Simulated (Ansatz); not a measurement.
# Ti16Cl: the cost of one run

Method: DFT PBE+D3(BJ), scalar-relativistic, plane waves, PAW, in Ansatz 0.2.0.

1 further run of the same task is left out (set aside as unsound or not needed).

## 1. The system as given

It takes space group P3m1 (No. 156, trigonal). Conventional cell: a = 2.886 Å, b = 2.886 Å, c = 22.861 Å, α = 90.00°, β = 90.00°, γ = 120.00°. Ti (site symmetry 3m) is surrounded by 9 Ti at 2.83 to 2.89 Å. Ti (site symmetry 3m) has 12 Ti at 2.83 to 2.90 Å as nearest neighbours. Ti (site symmetry 3m) is surrounded by 12 Ti at 2.74 to 2.90 Å. Around Ti (site symmetry 3m) lie 9 Ti at 2.74 to 2.89 Å.

Structure file:

```
Ti
1.0
     5.77293    0.00000    0.00000
    -2.88646    4.99950    0.00000
     0.00000    0.00000   22.86112
Ti
16
Direct
  0.33333 0.16667 0.34994
  0.33333 0.66667 0.34994
  0.83333 0.16667 0.34994
  0.83333 0.66667 0.34994
  0.16667 0.33333 0.44998
  0.16667 0.83333 0.44998
  0.66667 0.33333 0.44998
  0.66667 0.83333 0.44998
  0.33333 0.16667 0.55375
  0.33333 0.66667 0.55375
  0.83333 0.16667 0.55375
  0.83333 0.66667 0.55375
  0.16667 0.33333 0.64889
  0.16667 0.83333 0.64889
  0.66667 0.33333 0.64889
  0.66667 0.83333 0.64889
```

Planes are indexed in the bulk's conventional cell (P6_3/mmc (No. 194)), a = 2.886 Å, b = 2.886 Å, c = 4.574 Å, α = 90.00°, β = 90.00°, γ = 120.00°.

It is a (001) slab, 6.9 Å thick as cut, with 16 Å of vacuum, in a 2×2 surface cell; its outer planes are Ti (top) and Ti (bottom). An earlier relaxation, lower half held, gave -39994.7009 eV, work function 4.49 eV (top face), 4.54 eV (bottom face), dipole along +c 0.009 e·Å per cell.

## 2. Cl, anchor, over a top (Ti) site

Input file input.yaml:

```yaml
crystal:
  lattice:
    - [5.772929951, 0.0, 0.0]
    - [-2.8864649755, 4.9995039918, 0.0]
    - [0.0, 0.0, 24.8611234733]
  atoms:
    - { symbol: Ti, position: [0.3333333333, 0.1666666667, 0.3217875495] }
    - { symbol: Ti, position: [0.3333333333, 0.6666666667, 0.3217875495] }
    - { symbol: Ti, position: [0.8333333333, 0.1666666667, 0.3217875495] }
    - { symbol: Ti, position: [0.8333333333, 0.6666666667, 0.3217875495] }
    - { symbol: Ti, position: [0.1666666667, 0.3333333333, 0.4137802207] }
    - { symbol: Ti, position: [0.1666666667, 0.8333333333, 0.4137802207] }
    - { symbol: Ti, position: [0.6666666667, 0.3333333333, 0.4137802207] }
    - { symbol: Ti, position: [0.6666666667, 0.8333333333, 0.4137802207] }
    - { symbol: Ti, position: [0.3333333333, 0.1666666667, 0.5092051914] }
    - { symbol: Ti, position: [0.3333333333, 0.6666666667, 0.5092051914] }
    - { symbol: Ti, position: [0.8333333333, 0.1666666667, 0.5092051914] }
    - { symbol: Ti, position: [0.8333333333, 0.6666666667, 0.5092051914] }
    - { symbol: Ti, position: [0.1666666667, 0.3333333333, 0.5966855393] }
    - { symbol: Ti, position: [0.1666666667, 0.8333333333, 0.5966855393] }
    - { symbol: Ti, position: [0.6666666667, 0.3333333333, 0.5966855393] }
    - { symbol: Ti, position: [0.6666666667, 0.8333333333, 0.5966855393] }
    - { symbol: Cl, position: [0.1666666667, 0.3333333333, 0.7060933061], spin: 1.0 }
basis:
  ecutwfc: 420
kpoints:
  mp_grid: { grid: [4, 4, 1] }
hamiltonian:
  xc: pbe
  dispersion: d3bj
scf:
  occupations: { method: gaussian, width: 0.1 }
output:
  forces: true
  eigenvalues: true
  populations: true
  write_density: true
  write_potential: true
  elf: true
  volumetric_format: npy
magnetization:
  spin_polarized: true
relax:
  adjacent_minimum: "off"
  f_tol: 0.04
  max_steps: 100
  constraints: [{ sites: [0, 1, 2, 3, 4, 5, 6, 7] }]
efield:
  axis: 3
  dipole_correction: true
  ramp_width: 0.04
```

Run with:

```sh
$ ansatz run input.yaml --threads 8 --pin off --max-ram 20480MiB --backend cpu --events-out ev --progress --plain --runs-dir out
```

Q: Estimate wall time and peak memory on 8 threads of Arm Neoverse V1, shared host.

About 4.2 min, with a peak of 2.7 GiB.
